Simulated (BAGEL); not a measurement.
# RI-MP2/def2-SVP (density fitting with qzvpp-jkfit) run of C2H4BClN− (SMILES C[BH-](Cl)C#N)

Aim: the energy change on altering one bond length of C2H4BClN− at RI-MP2/def2-SVP (density fitting with qzvpp-jkfit), from 2 runs. 

The results are computed with BAGEL 1.2.2.

11 further runs of the same task are left out: 11 that didn't finish.

### Step 1. The structure to begin with

The species is C2H4BClN− (9 atoms), meant as a singlet with charge -1. SMILES: `C[BH-](Cl)C#N`. Geometry: relaxed at GFN2-xTB.

Bond lengths: C1–B2 1.633 Å, B2–Cl3 1.917 Å, B2–C4 1.553 Å, C4–N5 1.154 Å, C1–H6 1.093 Å, C1–H7 1.091 Å, C1–H8 1.091 Å, B2–H9 1.204 Å. Some angles: C1–B2–Cl3 108.5°, C1–B2–C4 110.9°, Cl3–B2–C4 105.9°, B2–C4–N5 178.9°, C1–B2–H9 113.7°, Cl3–B2–H9 106.5°, C4–B2–H9 111.0°, B2–C1–H6 110.7°, B2–C1–H7 112.2°, B2–C1–H8 111.6°.

### Step 2. The energy at RI-MP2/def2-SVP (density fitting with qzvpp-jkfit)

The input, input.json:

```json
{ "bagel": [

{
  "title": "molecule",
  "basis": "svp",
  "df_basis": "qzvpp-jkfit",
  "angstrom": true,
  "geometry": [
    { "atom": "C", "xyz": [      -0.577300,      -0.927020,      -0.158590 ] },
    { "atom": "B", "xyz": [       0.300490,       0.290580,       0.485280 ] },
    { "atom": "Cl", "xyz": [       2.128480,      -0.273480,       0.606480 ] },
    { "atom": "C", "xyz": [       0.300000,       1.529340,      -0.451270 ] },
    { "atom": "N", "xyz": [       0.279660,       2.454560,      -1.139930 ] },
    { "atom": "H", "xyz": [      -1.626030,      -0.636260,      -0.256750 ] },
    { "atom": "H", "xyz": [      -0.223790,      -1.209760,      -1.151100 ] },
    { "atom": "H", "xyz": [      -0.543190,      -1.821150,       0.465590 ] },
    { "atom": "H", "xyz": [      -0.038320,       0.593190,       1.600290 ] }
  ]
},

{ "title": "hf", "charge": -1 },

{ "title": "mp2", "charge": -1, "ncore": 9 }

]}
```

On the command line:

```console
$ BAGEL_NUM_THREADS=1 BAGEL input.json > input.out
```

Standard output:

```text
* using 1 threads per process

  ===============================================================
  ===============================================================

  *** Geometry ***

  { "atom" : "C", "xyz" : [     -1.090939,     -1.751814,     -0.299692 ] },
  { "atom" : "B", "xyz" : [      0.567844,      0.549117,      0.917046 ] },
  { "atom" : "Cl", "xyz" : [      4.022244,     -0.516802,      1.146081 ] },
  { "atom" : "C", "xyz" : [      0.566918,      2.890034,     -0.852777 ] },
  { "atom" : "N", "xyz" : [      0.528481,      4.638446,     -2.154156 ] },
  { "atom" : "H", "xyz" : [     -3.072751,     -1.202357,     -0.485187 ] },
  { "atom" : "H", "xyz" : [     -0.422902,     -2.286115,     -2.175264 ] },
  { "atom" : "H", "xyz" : [     -1.026480,     -3.441475,      0.879838 ] },
  { "atom" : "H", "xyz" : [     -0.072414,      1.120967,      3.024110 ] },

  Number of auxiliary basis functions:      502

  Since a DF basis is specified, we compute 2- and 3-index integrals:
    o Being stored without compression. Storage requirement is 0.035 GB

  Number of basis functions:       94
  Number of electrons      :       45

    * METHOD: MOLECULE                             0.24

  *** RHF ***

  === Nuclear Repulsion ===
   175.2087396221

      * DIIS with orbital gradients will be used.

  === RHF iteration (svp) ===
      0       -616.35790325          0.01475213           0.09
      1       -616.50038331          0.00764673           0.09
      2       -616.53125952          0.00206812           0.08
      3       -616.53379699          0.00102064           0.08
      4       -616.53440625          0.00009620           0.09
      5       -616.53441550          0.00003375           0.08
      6       -616.53441683          0.00001086           0.08
      7       -616.53441699          0.00000214           0.08
      8       -616.53441699          0.00000102           0.09
      9       -616.53441699          0.00000068           0.08
     10       -616.53441700          0.00000037           0.08
     11       -616.53441700          0.00000015           0.09
     12       -616.53441700          0.00000004           0.08
     13       -616.53441700          0.00000002           0.08
     14       -616.53441700          0.00000001           0.08
    * SCF iteration converged.

    * Permanent dipole moment:
           (    0.095458,     0.954122,    -0.217899) a.u.

    * METHOD: HF                                   1.46

  *** RHF ***

  === Nuclear Repulsion ===
   175.2087396221

      * DIIS with orbital gradients will be used.

  === RHF iteration (svp) ===
      0       -616.53441700          0.00000000           0.08
    * SCF iteration converged.

    * Permanent dipole moment:
           (    0.095458,     0.954121,    -0.217898) a.u.

  === DF-MP2 calculation ===

    * freezing 9 orbitals
    * 3-index integral transformation done
    * assembly done

      MP2 correlation energy:   -0.6568290905      0.06

      MP2 total energy:       -617.1912460866

    * METHOD: MP2                                  0.25

  ===============================================================
```

Run time: 2.1 s. Hardware: 1 thread of Arm Neoverse V2, shared host; peak memory 0.14 GiB.

### Step 3. The distorted shape at the same level

The input, job.json:

```json
{ "bagel" : [

{
  "title" : "molecule",
  "basis" : "svp",
  "df_basis" : "qzvpp-jkfit",
  "angstrom" : "true",
  "geometry" : [
    { "atom" : "C", "xyz" : [      -2.770869,      -0.250154,      -0.304029 ] },
    { "atom" : "B", "xyz" : [      -1.893079,       0.967446,       0.339841 ] },
    { "atom" : "Cl", "xyz" : [       2.128480,      -0.273480,       0.606480 ] },
    { "atom" : "C", "xyz" : [      -1.893569,       2.206206,      -0.596709 ] },
    { "atom" : "N", "xyz" : [      -1.913909,       3.131426,      -1.285369 ] },
    { "atom" : "H", "xyz" : [      -3.819599,       0.040606,      -0.402189 ] },
    { "atom" : "H", "xyz" : [      -2.417359,      -0.532894,      -1.296539 ] },
    { "atom" : "H", "xyz" : [      -2.736759,      -1.144284,       0.320151 ] },
    { "atom" : "H", "xyz" : [      -2.231889,       1.270056,       1.454851 ] }
  ]
},

{
  "title" : "hf",
  "charge" : -1
},

{
  "title" : "mp2",
  "charge" : -1,
  "ncore" : 9
}

]}
```

On the command line:

```console
$ BAGEL_NUM_THREADS=1 BAGEL job.json > job.out
```

Standard output:

```text
* using 1 threads per process

  ===============================================================
  ===============================================================

  *** Geometry ***

  { "atom" : "C", "xyz" : [     -5.236184,     -0.472723,     -0.574532 ] },
  { "atom" : "B", "xyz" : [     -3.577401,      1.828208,      0.642206 ] },
  { "atom" : "Cl", "xyz" : [      4.022244,     -0.516802,      1.146081 ] },
  { "atom" : "C", "xyz" : [     -3.578327,      4.169125,     -1.127617 ] },
  { "atom" : "N", "xyz" : [     -3.616764,      5.917538,     -2.428995 ] },
  { "atom" : "H", "xyz" : [     -7.217996,      0.076734,     -0.760027 ] },
  { "atom" : "H", "xyz" : [     -4.568146,     -1.007024,     -2.450104 ] },
  { "atom" : "H", "xyz" : [     -5.171725,     -2.162383,      0.604998 ] },
  { "atom" : "H", "xyz" : [     -4.217659,      2.400058,      2.749270 ] },

  Number of auxiliary basis functions:      502

  Since a DF basis is specified, we compute 2- and 3-index integrals:
    o Being stored without compression. Storage requirement is 0.035 GB

  Number of basis functions:       94
  Number of electrons      :       45

    * METHOD: MOLECULE                             0.24

  *** RHF ***

  === Nuclear Repulsion ===
   135.8521835084

      * DIIS with orbital gradients will be used.

  === RHF iteration (svp) ===
      0       -616.24823320          0.01430111           0.09
      1       -616.39444935          0.00878173           0.09
      2       -616.43494894          0.00246238           0.09
      3       -616.43887810          0.00089625           0.09
      4       -616.43947318          0.00013520           0.09
      5       -616.43949889          0.00005549           0.09
      6       -616.43950522          0.00002704           0.09
      7       -616.43950701          0.00001185           0.08
      8       -616.43950742          0.00000497           0.09
      9       -616.43950748          0.00000246           0.09
     10       -616.43950749          0.00000125           0.09
     11       -616.43950749          0.00000049           0.09
     12       -616.43950749          0.00000013           0.09
     13       -616.43950749          0.00000005           0.09
     14       -616.43950749          0.00000003           0.09
     15       -616.43950749          0.00000001           0.09
     16       -616.43950749          0.00000001           0.09
    * SCF iteration converged.

    * Permanent dipole moment:
           (    4.238241,    -0.418140,     0.404803) a.u.

    * METHOD: HF                                   1.68

  *** RHF ***

  === Nuclear Repulsion ===
   135.8521835084

      * DIIS with orbital gradients will be used.

  === RHF iteration (svp) ===
      0       -616.43950749          0.00000000           0.08
    * SCF iteration converged.

    * Permanent dipole moment:
           (    4.238241,    -0.418140,     0.404803) a.u.

  === DF-MP2 calculation ===

    * freezing 9 orbitals
    * 3-index integral transformation done
    * assembly done

      MP2 correlation energy:   -0.6313462132      0.07

      MP2 total energy:       -617.0708537080

    * METHOD: MP2                                  0.27

  ===============================================================
```

It took 2.3 s on 1 thread of Arm Neoverse V2, shared host; peak memory 0.14 GiB.

### Step 4. What came out

Level: RI-MP2/def2-SVP (density fitting with qzvpp-jkfit), 9 core orbitals frozen.

```
                                                          quantity          value
                                         first shape: total energy  -617.19125 Eh
          first shape: correlation energy (9 core orbitals frozen)     -656.8 mEh
                                     distorted shape: total energy  -617.07085 Eh
      distorted shape: correlation energy (9 core orbitals frozen)     -631.3 mEh
energy change with the B2–Cl3 bond stretched from 1.917 to 4.217 Å       3.276 eV
```

What this shows: With the B2–Cl3 bond stretched from 1.917 to 4.217 Å the energy rises by 3.28 eV (76 kcal/mol). The first shape isn't relaxed at this level, so the change isn't measured from a minimum.
